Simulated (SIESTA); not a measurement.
## Ag in SIESTA: convergence with basis size

Input of the first run (basis size SZ); the others differ in this setting and in those tied to it:

File Ag.fdf:

```
SystemName                      Ag
SystemLabel                     Ag
NumberOfSpecies                 1
NumberOfAtoms                   6
%block ChemicalSpeciesLabel
  1  47 Ag
%endblock ChemicalSpeciesLabel

LatticeConstant                 1.0 Ang
%block LatticeVectors
     2.8893797293     0.0000000000     0.0000000000
     0.0000000000     2.8893797293     0.0000000000
     0.0000000000     0.0000000000    25.2155000000
%endblock LatticeVectors
AtomicCoordinatesFormat         Fractional
%block AtomicCoordinatesAndAtomicSpecies
     0.5000000000     0.5000000000     0.2974361008  1  Ag
     0.0000000000     0.0000000000     0.3784616605  1  Ag
     0.5000000000     0.5000000000     0.4594872202  1  Ag
     0.0000000000     0.0000000000     0.5405127798  1  Ag
     0.5000000000     0.5000000000     0.6215383395  1  Ag
     0.0000000000     0.0000000000     0.7025638992  1  Ag
%endblock AtomicCoordinatesAndAtomicSpecies

%block kgrid.MonkhorstPack
    7   0   0  0.0
    0   7   0  0.0
    0   0   1  0.0
%endblock kgrid.MonkhorstPack
XC.Functional                   GGA
XC.Authors                      PBE
PAO.BasisSize                   SZ
PAO.EnergyShift                 0.003 Ry
Mesh.Cutoff                     800 Ry
OccupationFunction              FD
ElectronicTemperature           0.05 eV
Slab.DipoleCorrection           vacuum
MaxSCFIterations                120
SCF.MustConverge                false
SCF.Mixer.Method                Pulay
SCF.Mixer.Weight                0.25
SCF.Mixer.History               8
SCF.DM.Tolerance                5.0e-05
SCF.H.Tolerance                 1.0e-03 eV
WriteForces                     true
Charge.Mulliken                 end
```

Potentials or basis: PseudoDojo 0.4 standard (PBE files), SZ (energy shift 0.003 Ry).

Launch:

```console
$ siesta Ag.fdf > Ag.out 2>&1
```

The slab is cut from a database's or a generator's crystal, which needn't be the stable form of the element.

Hardware: 1 thread of Arm Neoverse V2, on a shared host.

**Question.** The values tried are SZ, SZP, DZ, DZP, DZDP, TZP, TZDP, TZTP, loosest first. From which on does the largest force stay within 0.005 eV/Å of the tightest run that finished?

**Answer.** From TZDP on.

| basis size | energy less the tightest run, at zero smearing (meV/atom) | largest force (eV/Å) | SCF cycles | CPU time (s) | peak memory (GiB) |
| --- | --- | --- | --- | --- | --- |
| SZ | 2128.39 | 1.106 | 8 | 21 | 0.35 |
| SZP | 203.04 | 0.189 | 12 | 65 | 0.5 |
| DZ | 536.31 | 0.229 | 12 | 37 | 0.39 |
| DZP | 60.59 | 0.162 | 12 | 81 | 0.54 |
| DZDP | 23.98 | 0.165 | 14 | 130 | 0.63 |
| TZP | 37.93 | 0.156 | 14 | 120 | 0.6 |
| TZDP | 10.89 | 0.169 | 14 | 160 | 0.69 |
| TZTP | 0.00 | 0.167 | 13 | 220 | 0.79 |

Not settled before the last step: the energy (to 1 meV/atom). The tightest run that finished is the yardstick and may itself not be fully converged.
